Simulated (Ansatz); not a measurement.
# BBrClF, SMILES FB(Cl)Br: an atomisation energy

Computed with Ansatz 0.2.0 through its Python package.

`tae_bbrclf.py`
```python
from collections import Counter
from dataclasses import dataclass

import ansatz as az
from ase import Atoms


@dataclass
class RunConfig:
    basis: str = "def2-SVP"
    functional: str = "r2scan0"


cfg = RunConfig()


def single_point(molecule, charge=0, unpaired=0):
    calc = (
        molecule.calculation()
        .basis(gaussian=cfg.basis)
        .functional(cfg.functional)
        .accuracy("medium")
        .scf(lower_state_search="standard")
    )
    if charge:
        calc = calc.charge(charge)
    if unpaired:
        calc = calc.spin("collinear", total=unpaired)
    report = calc.run(threads=1).report
    if report["published_state_doubts"]:
        print("  doubts:", report["published_state_doubts"])
    return report["free_energy_ev"]


def main() -> None:
    atoms = Atoms(["F", "B", "Cl", "Br"], positions=[
        [-0.0422, -1.4928, -0.5919],
        [-0.0223, -0.1313, -0.0216],
        [-0.3836, 0.1055, 1.7632],
        [0.5036, 1.4584, -1.1701],
    ])
    molecule = az.Crystal.molecule_from_ase(atoms)

    unpaired = {"F": 1, "B": 1, "Cl": 1, "Br": 1}
    counts = Counter(site.symbol for site in molecule.cartesian_sites)
    atom_energy = {s: single_point(az.Crystal.molecule().atom(s, (0, 0, 0)), 0, unpaired[s]) for s in counts}
    whole = single_point(molecule, 0, 0)
    for s, e in atom_energy.items():
        print(f"{s:2s} x{counts[s]}  {e:14.5f} eV")
    print(f"BBrClF: {whole:.5f} eV")
    split = sum(counts[s] * e for s, e in atom_energy.items()) - whole
    print(f"atomisation energy (no zero-point term): {23.060548 * split:.1f} kcal/mol, {split / sum(counts.values()):.3f} eV an atom")


if __name__ == "__main__":
    main()
```

```console
$ python tae_bbrclf.py
F  x1     -2710.06882 eV
B  x1      -669.63914 eV
Cl x1    -12516.15069 eV
Br x1    -70036.31886 eV
BBrClF: -85946.87541 eV
atomisation energy (no zero-point term): 338.9 kcal/mol, 3.674 eV an atom
```

338.9 kcal/mol from the electronic energies, without the zero-point term.

These settings explore the input space; basis and method may be short of convergence. The geometry is a force-field or estimated start, not a minimum of this method, and the basis set is short of its limit. All parts are taken at fixed geometry, without zero-point energy. The spin-orbit lowering of heavy atoms is left out. Wall time of the script: 7.7 s on 1 thread of Arm Neoverse V1, on a shared host, peak memory 0.24 GiB.
